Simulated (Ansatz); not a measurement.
# AlBF₂H₂S: one species, many methods

The task here is to estimate one member of a computed series from the others.

Method: functionals in def2-TZVPP, the program's frozen cores in correlated methods; program: Ansatz 0.2.0, Gaussian basis.

Levels to be run: LDA (SPW92), PBE-D4, revPBE-D4, BLYP-D4, r2SCAN-D4, B97M-V, PBE0-D4, B3LYP-D4, r2SCANh-D4, r2SCAN0-D4, HSE06-D4, BHLYP-D4, CAM-B3LYP-D4, LC-ωPBE, ωB97X-V, ωB97M-V, B2PLYP, PBE-QIDH; CCSD(T)/def2-SVP; CCSD(T)/def2-TZVPP; MP2/def2-QZVPP; extrapolation to the limit; RPA on PBE.

## The relaxed structure

The geometry comes from an earlier relaxation with PBE0-D4 in a triple-zeta def2 set; it is a stationary point, not always the lowest conformer.

SMILES `B[S][Al]([F])[F]`, 7 atoms, charge 0, spin multiplicity 1.

Atoms are counted from 1 here; the program's logs count them from 0.

Bond lengths: B1–S2 1.757 Å, B1–H6 1.187 Å, B1–H7 1.246 Å, S2–Al3 2.187 Å, Al3–F4 1.639 Å, Al3–F5 1.639 Å. Angles: S2–B1–H6 127.3°, S2–B1–H7 119.3°, H6–B1–H7 113.4°, B1–S2–Al3 71.0°, S2–Al3–F4 120.1°, S2–Al3–F5 120.1°, F4–Al3–F5 118.3°.

The first run:

The input, in.yaml:

```yaml
crystal:
  periodic: [false, false, false]
  atoms:
    - {symbol: B, position_ang: [-0.892422, 0.838543, -0.090543]}
    - {symbol: S, position_ang: [-1.303384, -0.480987, 0.993621]}
    - {symbol: Al, position_ang: [0.693720, -0.829582, 0.172554]}
    - {symbol: F, position_ang: [0.889841, -1.813716, -1.123546]}
    - {symbol: F, position_ang: [2.022368, -0.397248, 1.029665]}
    - {symbol: H, position_ang: [-1.560683, 1.782099, -0.359822]}
    - {symbol: H, position_ang: [0.211958, 0.832892, -0.667630]}
basis:
  gaussian: {orbitals: def2-TZVPP}
hamiltonian: {xc: lda}
output: {orbitals: {seedname: orbitals}}
```

Launch:

```
$ ansatz run in.yaml --threads 2 --pin off --events-out ev --progress --plain --max-ram 4352MiB
```

Steps of the session up to this table: LDA; PBE-D4 (GGA); revPBE-D4 (GGA); BLYP-D4 (GGA); r2SCAN-D4 (meta-GGA); B97M-V (meta-GGA); B3LYP-D4 (hybrid); r2SCANh-D4 (hybrid); r2SCAN0-D4 (hybrid); HSE06-D4 (hybrid); BHLYP-D4 (hybrid); CAM-B3LYP-D4 (range-separated); LC-ωPBE (range-separated); ωB97X-V (range-separated); ωB97M-V (range-separated); B2PLYP (double hybrid); PBE-QIDH (double hybrid).

One table of the session follows, with a row left open; its other results are not shown here.

```
  functional  HOMO (eV)  LUMO (eV)  gap (eV)
 LDA (SPW92)      -7.98      -3.53      4.44
      PBE-D4      -7.87      -3.28      4.59
   revPBE-D4      -7.82      -3.17      4.65
     BLYP-D4      -7.73      -3.08      4.65
   r2SCAN-D4      -8.16      -3.02      5.14
      B97M-V      -8.24      -3.01      5.23
     PBE0-D4      -9.15      -2.36      6.79
    B3LYP-D4      -8.92      -2.52      6.40
  r2SCANh-D4      -8.63      -2.69      5.94
  r2SCAN0-D4      -9.33      -2.21      7.12
    HSE06-D4          ?          ?         ?
    BHLYP-D4     -10.16      -1.31      8.86
CAM-B3LYP-D4     -10.46      -1.21      9.25
     LC-ωPBE     -11.80      -0.10     11.70
     ωB97X-V     -11.46      -0.15     11.30
     ωB97M-V     -11.27      -0.33     10.95
```

**Question.** Estimate the row for HSE06-D4.

The run gave: HOMO (eV): -8.75; LUMO (eV): -2.74; gap (eV): 6.01. In the column «HOMO (eV)» it lies between B3LYP-D4 (-8.92) and r2SCANh-D4 (-8.63).
